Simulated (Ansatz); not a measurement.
# N2 on KCu2Se2(110): molecular dynamics

The plan is to shoot the molecule at the surface and see whether it bounces, sticks or breaks. Runs: 500 steps of 1 fs at constant energy. The slab cell is 1×1, and the molecule starts well above it. It comes in with 0.8 eV at 20° from the normal, on a surface at rest.

All numbers below are computed with Ansatz 0.2.0 (DFT PBE+D3(BJ), plane waves, PAW, scalar-relativistic, no spin polarisation).

**1. The system as given**

The cell holds 22 atoms (Cu8K4N2Se8): a = 5.564 Å, b = 13.828 Å, c = 19.173 Å, α = 90.00°, β = 90.00°, γ = 90.00°.

Its coordinates follow in the input file.

**2. The run**

500 steps of 1 fs at constant energy.

input.yaml

```yaml
crystal:
  lattice:
    - [5.563797, 0.0, 0.0]
    - [0.0, 13.828227, 0.0]
    - [0.0, 0.0, 19.172848]
  atoms:
    - { symbol: K, position: [0.5, 0.0, 0.0521571] }
    - { symbol: Cu, position: [0.25, 0.75, 0.124705] }
    - { symbol: Cu, position: [0.75, 0.75, 0.124705] }
    - { symbol: Se, position: [0.0, 0.8559009, 0.0521571] }
    - { symbol: Se, position: [0.5, 0.6440991, 0.0521571] }
    - { symbol: K, position: [0.0, 0.5, 0.0521571] }
    - { symbol: Cu, position: [0.75, 0.25, 0.124705] }
    - { symbol: Cu, position: [0.25, 0.25, 0.124705] }
    - { symbol: Se, position: [0.5, 0.3559009, 0.0521571] }
    - { symbol: Se, position: [0.0, 0.1440991, 0.0521571] }
    - { symbol: K, position: [0.0, 0.0, 0.1972528] }
    - { symbol: Cu, position: [0.75, 0.75, 0.2698007] }
    - { symbol: Cu, position: [0.25, 0.75, 0.2698007] }
    - { symbol: Se, position: [0.5, 0.8559009, 0.1972528] }
    - { symbol: Se, position: [0.0, 0.6440991, 0.1972528] }
    - { symbol: K, position: [0.5, 0.5, 0.1972528] }
    - { symbol: Cu, position: [0.25, 0.25, 0.2698007] }
    - { symbol: Cu, position: [0.75, 0.25, 0.2698007] }
    - { symbol: Se, position: [0.0, 0.3559009, 0.1972528] }
    - { symbol: Se, position: [0.5, 0.1440991, 0.1972528] }
    - { symbol: "N", position: [0.9098652, 0.0777443, 0.5244627] }
    - { symbol: "N", position: [1.0040675, 0.1517681, 0.5296784] }
basis:
  ecutwfc: 420.0
kpoints:
  mp_grid: { grid: [2, 1, 1] }
hamiltonian:
  xc: pbe
  dispersion: d3bj
scf:
  occupations: { method: fermi_dirac, width: 0.02 }
  lower_state_search: "off"
md:
  timestep: 1
  n_steps: 500
  ensemble: nve
  initial_velocities: zero
  seed: 43879
  initial_site_velocities:
    - { site: 20, velocity: [0.008029, 0.0, -0.022059] }
    - { site: 21, velocity: [0.008029, 0.0, -0.022059] }
  constraints: [{ sites: [0, 3, 4, 5, 8, 9] }]
```

Started as:

```sh
$ ansatz run input.yaml --threads 4 --pin off --max-ram 10240MiB --backend cpu --events-out ev --progress --plain --runs-dir out
```

What does the calculation give? Wanted: lowest height of the centre of mass; shortest distance to a slab atom; temperature, first and last step; temperature, second half; potential energy, second half; largest change of the total energy; mean square displacement, second half.

**Answer**, as computed:

| quantity | value |
| --- | --- |
| lowest height of the centre of mass | 1.20 Å over the top layer's first level, at 183.0 fs |
| shortest distance to a slab atom | 2.62 Å |
| length | 500 steps of 1 fs |
| temperature, first and last step | 387 and 675 K |
| temperature, second half | mean 881 K, from 565 to 1150 K |
| potential energy, second half | -47 meV/atom from the start |
| largest change of the total energy | 0.36 meV/atom |
| mean square displacement, second half | N 5.3, Se 1.0, Cu 0.357, K 0.128 Å² |

The molecule's centre of mass comes down from 4.93 Å to 1.20 Å and is back at 4.83 Å, still moving away, when the run ends: it was reflected. Its shortest distance to a slab atom is 2.62 Å. The total energy strays from its start by at most 0.36 meV/atom, 0.4 % of the mean kinetic energy, which is good for a step of 1 fs. The printed temperature only measures the kinetic energy here. Kinetic energy grows to 1.8 eV on average, more than the molecule brought: potential energy is set free, by binding to the surface or from an unrelaxed start. 500 fs on 22 atoms is far too short and small for converged averages.
